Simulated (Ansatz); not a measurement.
**SiF2 + NH3: a complex and its separated parts**

The complex below is one end of an elementary step. How strongly is it bound against its free parts?

Method: PBE0-D4/def2-TZVP structures, single points in def2-TZVPP, no counterpoise correction; program: Ansatz 0.2.0, Gaussian basis.

Levels: SPW92, PBE-D4, BLYP-D4, r2SCAN-D4, B97M-V, PBE0-D4, B3LYP-D4, r2SCAN0-D4, BHLYP-D4, CAM-B3LYP-D4, wB97X-V, wB97M-V, B2PLYP, PBE-QIDH, RPA on PBE, Hartree-Fock, MP2, CCSD, CCSD(T).

Cores are frozen in the correlated methods. B3LYP uses VWN-RPA correlation. B2PLYP carries no dispersion term here.

40 further runs of the same task are left out: 40 set aside as unsound or not needed.

**1. Where the work starts**

The complex: 7 atoms, charge 0, spin multiplicity 1.

Atoms are counted from 1 here; the program's logs count them from 0.

Bond lengths: Si1–F2 1.640 Å, Si1–F3 1.640 Å, H4–N5 1.015 Å, N5–H6 1.015 Å, N5–H7 1.017 Å. Angles: F2–Si1–F3 99.0°, H4–N5–H6 108.8°, H4–N5–H7 108.7°, H6–N5–H7 108.7°.

As a file:

```xyz
7

Si   -0.5717   -1.1491   -0.5653
F     1.0227   -1.4183   -0.8383
F    -0.8511   -0.0416   -1.7419
H     0.4767    0.1313    1.4951
N     0.0150    0.4457    0.6479
H    -0.7669    1.0402    0.9027
H     0.6754    0.9918    0.0997
```

Its parts: SiF2 holds atoms 1, 2, 3; NH3 holds atoms 4, 5, 6, 7. Each part counts its atoms afresh in its own runs.

**2. Relaxing SiF2 alone**

Input file relax-a/in.yaml:

```yaml
crystal:
  periodic: [false, false, false]
  atoms:
    - {symbol: Si, position_ang: [-0.571676, -1.149137, -0.565275]}
    - {symbol: F, position_ang: [1.022746, -1.418280, -0.838260]}
    - {symbol: F, position_ang: [-0.851133, -0.041579, -1.741888]}
basis:
  gaussian: {orbitals: def2-TZVP}
hamiltonian: {xc: pbe0, dispersion: d4}
relax: {f_tol: 0.005, max_steps: 200}
```

Started as:

```console
ansatz run in.yaml --threads 2 --pin off --events-out ev --progress --plain --max-ram 4352MiB
```

Further steps of the session: Relaxing NH3 alone; SPW92/def2-TZVPP; PBE-D4/def2-TZVPP; BLYP-D4/def2-TZVPP; r2SCAN-D4/def2-TZVPP; B97M-V/def2-TZVPP; PBE0-D4/def2-TZVPP; B3LYP-D4/def2-TZVPP; r2SCAN0-D4/def2-TZVPP; BHLYP-D4/def2-TZVPP; CAM-B3LYP-D4/def2-TZVPP; wB97X-V/def2-TZVPP; wB97M-V/def2-TZVPP; B2PLYP/def2-TZVPP; PBE-QIDH/def2-TZVPP; RPA on PBE/def2-TZVPP; CCSD(T)/def2-TZVPP; Vibrations of SiF2; Vibrations of NH3.

What does the calculation give? Wanted: complex less parts, CCSD(T)/def2-TZVPP; with zero-point energy; largest T1 diagnostic.

**Answer**, as computed:

```
                              quantity           value
complex less parts, CCSD(T)/def2-TZVPP  -16.6 kcal/mol
                with zero-point energy  -13.7 kcal/mol
                 largest T1 diagnostic           0.015
```

**Reading.** At CCSD(T) the complex lies 16.6 kcal/mol below its parts. BLYP-D4 is the best functional here (+0.5 kcal/mol from CCSD(T)); SPW92 is the worst (-8.7 kcal/mol). By rung, the mean size of the error is: LDA 8.7, GGA 1.5, meta-GGA 2.5, hybrid 2.6, range-separated hybrid 1.6, double hybrid 1.7 kcal/mol. PBE-D4 gives a relative energy 2.5 kcal/mol too low, outside chemical accuracy (1 kcal/mol). No counterpoise was applied, and triple zeta lacks some correlation, so the CCSD(T) reference has a basis error of its own, and close matches with it are partly luck. The restricted Hartree–Fock reference is unstable towards an unrestricted one at one or more of these structures.
